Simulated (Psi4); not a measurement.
# BH2SClO (SMILES OB(S)Cl): BHLYP/def2-SVPD

What is the energy change on altering one bond length of BH2SClO at BHLYP/def2-SVPD? 

The calculation is run with Psi4 1.11.

2 further runs of the same task are left out: 2 set aside as unsound or not needed.

## (1) The structure to begin with

The species is BH2SClO (6 atoms), meant as a singlet with charge 0. SMILES: `OB(S)Cl`. The coordinates come from a PBE0-D4/def2-TZVP relaxation. This is one conformer, not always the lowest.

Bond lengths: O1–B2 1.348 Å, B2–S3 1.800 Å, B2–Cl4 1.770 Å, O1–H5 0.962 Å, S3–H6 1.344 Å. Angles: O1–B2–S3 121.5°, O1–B2–Cl4 120.9°, S3–B2–Cl4 117.6°, B2–O1–H5 113.2°, B2–S3–H6 94.9°.

## (2) A single-point energy at BHLYP/def2-SVPD

The input, run.py:

```python
import psi4

psi4.set_memory(1600000000)
psi4.set_num_threads(1)
psi4.core.set_output_file('psi4.out', False)

molecule = psi4.geometry("""
0 1
O      0.301700     0.908000    -0.627200
B     -0.232300    -0.218400    -0.112900
S      0.333000    -0.896100     1.455800
Cl    -1.520700    -1.084000    -0.964300
H     -0.088300     1.162600    -1.468700
H      1.248600     0.063900     1.671200
symmetry c1
no_reorient
no_com
""")

psi4.set_options({
    'puream': True,
    'e_convergence': 1e-09,
    'd_convergence': 1e-08,
    'scf_type': 'pk',
    'dft_radial_points': 99,
    'dft_spherical_points': 590,
})

result, w = psi4.energy('bhhlyp/def2-SVPD', return_wfn=True)
psi4.oeprop(w, 'LOWDIN_CHARGES', 'MULLIKEN_CHARGES', 'WIBERG_LOWDIN_INDICES')
print('E =', round(result, 9))
```

On the command line:

```sh
$ python run.py
```

psi4.out:

```text
[...]
  Running in c1 symmetry.
[...]
  Nuclear repulsion =  185.660834831533862
[...]
  Multiplicity = 1
[...]
  Nalpha       = 24
  Nbeta        = 24
[...]
    Number of basis functions: 113
[...]
   @RKS iter   1:  -959.28143071222860   -1.94896e-01   5.17133e-03 ADIIS/DIIS
[...]
   @RKS iter  12:  -959.42298705987264   -1.13687e-13   1.43010e-09 DIIS
[...]
    Orbital Energies [Eh]
    ---------------------
    Doubly Occupied:
       1A   -102.788390     2A    -90.048366     3A    -19.737058
       4A     -9.899936     5A     -8.350352     6A     -7.556061
       7A     -7.551783     8A     -7.551119     9A     -7.198692
      10A     -6.212891    11A     -6.210002    12A     -6.207386
      13A     -1.190516    14A     -0.961128    15A     -0.855289
      16A     -0.673672    17A     -0.569238    18A     -0.529571
      19A     -0.490797    20A     -0.457011    21A     -0.411937
      22A     -0.406410    23A     -0.393020    24A     -0.333621
[...]
  @RKS Final Energy:  -959.42298705987264
   => Energetics <=
    Nuclear Repulsion Energy =            185.6608348315338617
    One-Electron Energy =               -1692.2421801670500372
    Two-Electron Energy =                 581.7652528256999176
    DFT Exchange-Correlation Energy =     -34.6068945500563032
    Empirical Dispersion Energy =           0.0000000000000000
    VV10 Nonlocal Energy =                  0.0000000000000000
    Total Energy =                       -959.4229870598726393
[...]
 Multipole Moments:
 ------------------------------------------------------------------------------------
     Multipole            Electronic (a.u.)      Nuclear  (a.u.)        Total (a.u.)
 ------------------------------------------------------------------------------------
 L = 1.  Multiply by 2.5417464519 to convert [e a0] to [Debye]
 Dipole X            :         34.4094548          -34.2257747            0.1836801
 Dipole Y            :         48.4546457          -47.9368716            0.5177741
 Dipole Z            :         -3.1968872            2.8725727           -0.3243145
 Magnitude           :                                                    0.6379720
[...]
  Mulliken Charges: (a.u.)
   Center  Symbol    Alpha    Beta     Spin     Total
       1     O     4.21766  4.21766  0.00000 -0.43531
       2     B     2.00580  2.00580  0.00000  0.98840
       3     S     8.21749  8.21749  0.00000 -0.43498
       4    CL     8.74786  8.74786  0.00000 -0.49573
       5     H     0.42354  0.42354  0.00000  0.15291
       6     H     0.38765  0.38765  0.00000  0.22471
   Total alpha = 24.00000, Total beta = 24.00000, Total charge =  0.00000
  Lowdin Charges: (a.u.)
   Center  Symbol    Alpha    Beta     Spin     Total
[...]
```

The script printed:

```text
E = -959.42298706
```

It took 27 s on 1 thread of AMD EPYC 7R43 (Zen 3), shared host; peak memory 0.63 GiB.

## (3) The distorted shape: energy and forces at BHLYP/def2-SVPD

The input, bclh2os.in:

```
memory 1600 MB

molecule {
  0 1
  O
  B 1 R2
  S 2 R3 1 A3
  Cl 2 R4 1 A4 3 D4
  H 1 R5 2 A5 4 D5
  H 3 R6 2 A6 1 D6

  R2 = 1.348495
  R3 = 2.3399
  A3 = 121.50232
  R4 = 1.770345
  A4 = 120.87666
  D4 = 179.99061
  R5 = 0.961792
  A5 = 113.21796
  D5 = -0.00537
  R6 = 1.343994
  A6 = 94.85878
  D6 = -0.00693
  symmetry c1
  no_reorient
  no_com
}

set {
  basis                def2-SVPD
  puream               true
  e_convergence        1e-09
  d_convergence        1e-08
  scf_type             pk
  dft_radial_points    99
  dft_spherical_points 590
}

result, w = gradient("bhhlyp", return_wfn=True)
```

On the command line:

```sh
$ psi4 -i bclh2os.in -o bclh2os.out -n 1
```

bclh2os.out:

```text
[...]
  Running in c1 symmetry.
[...]
  Nuclear repulsion =  169.156578612509577
[...]
  Multiplicity = 1
[...]
  Nalpha       = 24
  Nbeta        = 24
[...]
    Number of basis functions: 113
[...]
   @RKS iter   1:  -959.21589610635795   -5.00335e-01   5.24625e-03 ADIIS/DIIS
[...]
   @RKS iter  12:  -959.36671283142005   -6.36646e-12   2.85923e-09 DIIS
[...]
    Orbital Energies [Eh]
    ---------------------
    Doubly Occupied:
       1A   -102.810939     2A    -90.043429     3A    -19.762322
       4A     -9.921958     5A     -8.339654     6A     -7.578234
       7A     -7.573758     8A     -7.572960     9A     -7.250207
      10A     -6.202224    11A     -6.200364    12A     -6.195769
      13A     -1.212356    14A     -0.977758    15A     -0.799082
      16A     -0.697870    17A     -0.579778    18A     -0.517919
      19A     -0.505930    20A     -0.451845    21A     -0.422519
      22A     -0.417316    23A     -0.358741    24A     -0.304179
[...]
  @RKS Final Energy:  -959.36671283142005
   => Energetics <=
    Nuclear Repulsion Energy =            169.1565786125095769
    One-Electron Energy =               -1658.9457320977653580
    Two-Electron Energy =                 564.9568766434538247
    DFT Exchange-Correlation Energy =     -34.5344359896179753
    Empirical Dispersion Energy =           0.0000000000000000
    VV10 Nonlocal Energy =                  0.0000000000000000
    Total Energy =                       -959.3667128314200454
[...]
 Multipole Moments:
 ------------------------------------------------------------------------------------
     Multipole            Electronic (a.u.)      Nuclear  (a.u.)        Total (a.u.)
 ------------------------------------------------------------------------------------
 L = 1.  Multiply by 2.5417464519 to convert [e a0] to [Debye]
 Dipole X            :          0.0002782           -0.0003250           -0.0000468
 Dipole Y            :          3.9687905           -3.2273951            0.7413954
 Dipole Z            :          1.4313992           -2.3123667           -0.8809675
 Magnitude           :                                                    1.1514212
[...]
  -Total Gradient:
     Atom            X                  Y                   Z
    ------   -----------------  -----------------  -----------------
       1        0.000004993458     0.002893459978    -0.028049061265
       2       -0.000011956975     0.043776372639    -0.010793091714
       3        0.000002091220    -0.062452263512     0.038820056376
       4        0.000004853362     0.012191529849     0.000289789185
       5        0.000000161183     0.005657387161    -0.000816476610
       6       -0.000000135844    -0.002061133834     0.000546164153
[...]
```

It took 33 s on 1 thread of AMD EPYC 7R43 (Zen 3), shared host; peak memory 0.62 GiB.

## (4) What came out

At BHLYP/def2-SVPD:

```
                                                         quantity          value
                                        first shape: total energy  -959.42299 Eh
                                       first shape: dipole moment         1.62 D
                                         first shape: HOMO energy       -9.08 eV
                                         first shape: LUMO energy        0.24 eV
                                       first shape: HOMO–LUMO gap        9.32 eV
                                    distorted shape: total energy  -959.36671 Eh
                                   distorted shape: dipole moment         2.93 D
                                     distorted shape: HOMO energy       -8.28 eV
                                     distorted shape: LUMO energy       -0.44 eV
                                   distorted shape: HOMO–LUMO gap        7.84 eV
                        distorted shape: largest force on an atom     3.781 eV/Å
energy change with the B2–S3 bond stretched from 1.800 to 2.340 Å       1.531 eV
```

**Reading.** With the B2–S3 bond stretched from 1.800 to 2.340 Å the energy rises by 1.53 eV (35 kcal/mol). The first shape isn't relaxed at this level, so the change isn't measured from a minimum. Mulliken charges (first shape) run from -0.50 on Cl4 to +0.99 on B2; in a basis this large or diffuse they mean little.
